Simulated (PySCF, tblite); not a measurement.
# C₂H₁₁N₃Si₃: geometry, infrared bands and NMR shifts

Aim: predict the infrared bands and NMR shifts of C₂H₁₁N₃Si₃ (`C#C[Si](N)(N)N([SiH3])[SiH3]`).

Computed with tblite 0.8.0 and PySCF 2.14.0, with density-fitted response routines of our own, on a single molecule in the gas phase. Atoms count from 0, in the outputs and in this text.

**1. The starting structure**

19 atoms, charge 0, multiplicity 1; geometry from: force field or distance geometry start.

Bonds of the start (Å): C0–C1 1.20, C1–Si2 1.83, Si2–N3 1.69, Si2–N4 1.67, Si2–N5 1.66, N5–Si6 1.70, N5–Si7 1.69, C0–H8 1.06, N3–H9 1.00, N3–H10 1.02, N4–H11 1.01, N4–H12 1.01, Si6–H13 1.48, Si6–H14 1.48, Si6–H15 1.47, Si7–H16 1.49, Si7–H17 1.49, Si7–H18 1.48.

**2. Optimising the geometry with GFN2-xTB**

The job: settings as JSON, then the geometry in Å.

```
{"job": {"kind": "relax", "xc": "GFN2-xTB", "basis": "xTB"}, "charge": 0, "multiplicity": 1}
C      1.951300    -0.836600    -2.384000
C      1.447500    -0.329400    -1.416900
Si     0.717700     0.426500     0.085000
N      0.675200     2.112500    -0.010300
N      1.743000     0.462100     1.401700
N     -0.802400     0.019500     0.617700
Si    -0.817600    -1.558700     1.240900
Si    -1.937400     0.040100    -0.627800
H      2.389600    -1.282300    -3.243700
H      0.357800     2.381900    -0.922500
H     -0.054700     2.413300     0.633800
H      1.286800     1.022200     2.108400
H      2.529600     1.031600     1.107800
H     -2.198800    -1.922600     1.636000
H     -0.037300    -1.634400     2.499300
H     -0.343100    -2.554800     0.264200
H     -3.297100    -0.178500    -0.068900
H     -1.659600    -0.985300    -1.674100
H     -1.960400     1.382300    -1.254000
```

Command:

```bash
$ OMP_NUM_THREADS=1 python probes_run.py task.json out
```

This one command runs all jobs of the session in turn.

**Question.** This job is followed by: GFN2-xTB harmonic vibrations, gas phase; GIAO PBE0/pcSseg-1 NMR shielding, non-relativistic, gas phase. What will the session give for the following? strongest single infrared mode (GFN2-xTB); zero-point energy (GFN2-xTB); ¹³C shifts against TMS (PBE0/pcSseg-1); ¹H shifts against TMS (PBE0/pcSseg-1, means over atoms taken as alike); ²⁹Si shifts against TMS (PBE0/pcSseg-1, means over atoms taken as alike); ¹⁵N shifts against NH3 (PBE0/pcSseg-1, means over atoms taken as alike).

The runs gave:

| quantity | value |
| --- | --- |
| strongest single infrared mode (GFN2-xTB) | 952 cm⁻¹, 718 km/mol |
| zero-point energy (GFN2-xTB) | 77.8 kcal/mol |
| ¹³C shifts against TMS (PBE0/pcSseg-1) | 96.1, 90.4 ppm |
| ¹H shifts against TMS (PBE0/pcSseg-1, means over atoms taken as alike) | 4.81, 1.65, 0.84 ppm |
| ²⁹Si shifts against TMS (PBE0/pcSseg-1, means over atoms taken as alike) | -44.7, -51.0 ppm |
| ¹⁵N shifts against NH3 (PBE0/pcSseg-1, means over atoms taken as alike) | 34.6, 13.8 ppm |

In words: The optimisation took 177 steps and gained 1.526 eV; among the close pairs (by a distance rule), Si2–N5 changed most, from 1.661 to 1.756 Å. No mode is imaginary among the 51: a minimum at this level. The strongest single mode, at 952 cm⁻¹, moves mainly N5. Unscaled tight-binding wavenumbers are off by several per cent, some by more. Its intensities can rank the bands wrongly. At PBE0/pcSseg-1: The widest tensor belongs to C1: span 295 ppm, with a paramagnetic part of -167 ppm.
